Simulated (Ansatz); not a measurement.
# CH3ClFGa: the cost of one run

The runs use Ansatz 0.2.0; RKS r2SCAN-D4/def2-SVP.

## Step 1: Reference run: CH₃ClFGa, relaxed

Input file input.yaml:

```yaml
crystal:
  periodic: [false, false, false]
  atoms:
    - { symbol: Ga, position_ang: [0.528297, 0.170714, 0.817742] }
    - { symbol: F, position_ang: [-0.805811, -1.470835, 0.580725] }
    - { symbol: C, position_ang: [-0.195704, 0.371116, -0.960428] }
    - { symbol: H, position_ang: [-0.77577, -0.771115, -0.413967] }
    - { symbol: Cl, position_ang: [1.412708, 0.080336, 2.764486] }
    - { symbol: H, position_ang: [-0.764683, 1.318372, -1.059133] }
    - { symbol: H, position_ang: [0.600963, 0.301511, -1.729325] }
basis:
  gaussian: { orbitals: def2-SVP }
hamiltonian:
  xc: r2scan
  dispersion: d4
output:
  forces: true
relax:
  f_tol: 0.02
  max_steps: 120
  constraints: [{ distance: [1, 3] }, { distance: [0, 1] }, { distance: [2, 3] }]
  escape_saddle: false
```

On the command line:

```
$ ansatz run input.yaml --threads 1 --pin off --max-ram 2560MiB --backend cpu --events-out ev --progress --plain --runs-dir out
```

What time and memory should one allow on 1 thread of Arm Neoverse V1, shared host?

About 26 s, with a peak of 0.16 GiB.
